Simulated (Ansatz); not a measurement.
Run this with the Python package of Ansatz (0.2.0) and show what comes out.

`run_x2c.py`
```python
"""Scalar relativity in AsH3."""

import ansatz as az
import numpy as np

XC = "pbe"
DISPERSION = "d3bj"

GEOMETRY = """
As   -0.22182    0.50373   -0.35727
H     0.33966    0.59413    1.02703
H    -1.01983   -0.68904    0.06761
H     0.90199   -0.40881   -0.73737
"""


def main() -> None:
    molecule = az.Crystal.molecule()
    for line in GEOMETRY.strip().splitlines():
        symbol, *xyz = line.split()
        molecule = molecule.atom(symbol, [float(v) for v in xyz])

    job = (
        molecule.calculation()
        .functional(XC, dispersion=DISPERSION)
        .forces()
    )
    # a set contracted for a scalar-relativistic Hamiltonian goes with the relativistic run
    sets = {"none": "cc-pVTZ", "scalar": "cc-pVTZ-DK"}
    found = {kind: job.basis(gaussian=basis).pseudopotentials(relativity=kind).run(threads=1).report for kind, basis in sets.items()}
    for kind, each in found.items():
        dipole = 4.803205 * np.linalg.norm(each["charge_distribution"]["dipole_moment_e_ang"])
        print(f"{kind:7s} E = {each['free_energy_ev']:.4f} eV  dipole {dipole:.3f} D  largest force component {np.abs(each['forces_ev_ang']).max():.4f} eV/A")
    print(f"relativity lowers the total energy by {found['none']['free_energy_ev'] - found['scalar']['free_energy_ev']:.3f} eV")


if __name__ == "__main__":
    main()
```

`python run_x2c.py` gives:
```text
none    E = -60881.6127 eV  dipole 0.339 D  largest force component 0.7084 eV/A
scalar  E = -61559.2113 eV  dipole 0.239 D  largest force component 0.6781 eV/A
relativity lowers the total energy by 677.599 eV
```

The total moves by -677.6 eV, nearly all in the cores, and the dipole from 0.34 to 0.24 D.

Caveats:
- Total energies depend on the basis set; only differences at equal settings carry meaning.
- The geometry is a force-field or estimated start, not a minimum of this method. The basis set changes with the Hamiltonian (a set recontracted for scalar relativity), and most of the change in the total lies in the cores.
- Hardware and time: 2.5 s on 1 thread of Arm Neoverse V2, on a shared host, peak memory 0.19 GiB.
